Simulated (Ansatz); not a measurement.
A nudged elastic band was laid between two geometries of a periodic cell of 15 atoms, Si8C6N (host SiC, host structure P6_3mc, dopant N, one C atom removed), cell charge +1.

Theory: Ansatz, DFT PBEsol, scalar-relativistic, plane waves, PAW. Settings: PAW set soft_1, cutoff 420 eV, k mesh 2x3x3, gaussian smearing 0.02 eV, no spin polarisation.

- movable images: 5
- climbing image: yes
- spring: 5.0 eV/Å²
- optimiser: quadratic models (default)
- start path: IDPP
- force threshold: 0.03 eV/Å
- iteration limit: 80
- end points: relaxed

First end point:

```xyz
15
Lattice="-3.0760 -5.3278 0.0000 4.6140 -2.6639 0.0000 0.0000 0.0000 5.0480" Properties=species:S:1:pos:R:3
Si -0.023 -3.528 0.015
Si 1.528 -4.450 2.540
C -0.039 -3.547 1.910
C 1.534 -4.390 4.449
Si 3.066 -3.540 0.031
Si 0.020 -1.801 2.566
N 3.103 -3.581 1.913
C -0.031 -1.756 4.447
Si 1.512 -0.888 0.026
Si 3.129 -1.799 2.575
C 1.546 -0.924 1.921
C 3.056 -1.780 4.485
Si 1.522 -6.177 -0.003
Si -1.562 -4.478 2.555
C -1.564 -4.429 4.457
```

Last end point:

```xyz
15
Lattice="-3.0760 -5.3278 0.0000 4.6140 -2.6639 0.0000 0.0000 0.0000 5.0480" Properties=species:S:1:pos:R:3
Si -0.024 -3.552 0.014
Si 1.568 -4.449 2.554
C -0.003 -3.558 1.907
C 1.513 -4.456 4.464
Si 3.057 -3.541 -0.006
Si 0.004 -1.778 2.543
N 4.653 -0.910 1.910
C -0.018 -1.766 4.445
Si 1.526 -0.867 0.014
Si 3.099 -1.797 2.554
C 1.542 -0.882 1.907
C 3.077 -1.746 4.464
Si 1.532 -6.213 0.026
Si -1.507 -4.458 2.560
C -1.563 -4.425 4.441
```

Which bonds break or form, and what moves?

Contacts lost: Si5–N7, Si6–N7. Contacts made: N7–Si13, N7–Si14. The atom that moves furthest is N7, by 3.09 Å.

What energy profile does the band end with?

The run ended unconverged. The highest image is number 3 of 0 to 6, 2.20 eV above the ends, which have the same energy within 2 meV. The band forces met their threshold (the largest was 0.01 eV/Å), but the run stopped with an error, since it found no sound saddle at the top, so its energies are provisional: over the last iterations the top stayed at 2.20 eV. Limits of this set-up: coarse k mesh, PAW files made for another functional, charged cell in a uniform background, uncorrected.

| image | path coordinate (Å) | energy (eV) | Si5–N7 (Å) | Si6–N7 (Å) | N7–Si13 (Å) |
| --- | --- | --- | --- | --- | --- |
| 0 | 0.00 | 0.00 | 1.88 | 1.88 | 3.59 |
| 1 | 0.64 | 0.43 | 1.83 | 1.80 | 3.23 |
| 2 | 1.29 | 1.68 | 2.07 | 1.79 | 2.88 |
| 3 | 1.93 | 2.20 | 2.69 | 1.87 | 2.68 |
| 4 | 2.58 | 1.67 | 2.88 | 2.48 | 2.07 |
| 5 | 3.22 | 0.42 | 3.24 | 3.14 | 1.83 |
| 6 | 3.86 | 0.00 | 3.62 | 3.59 | 1.89 |

Run time: 7.5 min on 1 thread of AMD EPYC 9R45 96-Core Processor (Zen 5) (shared host), peak memory 0.57 GiB.
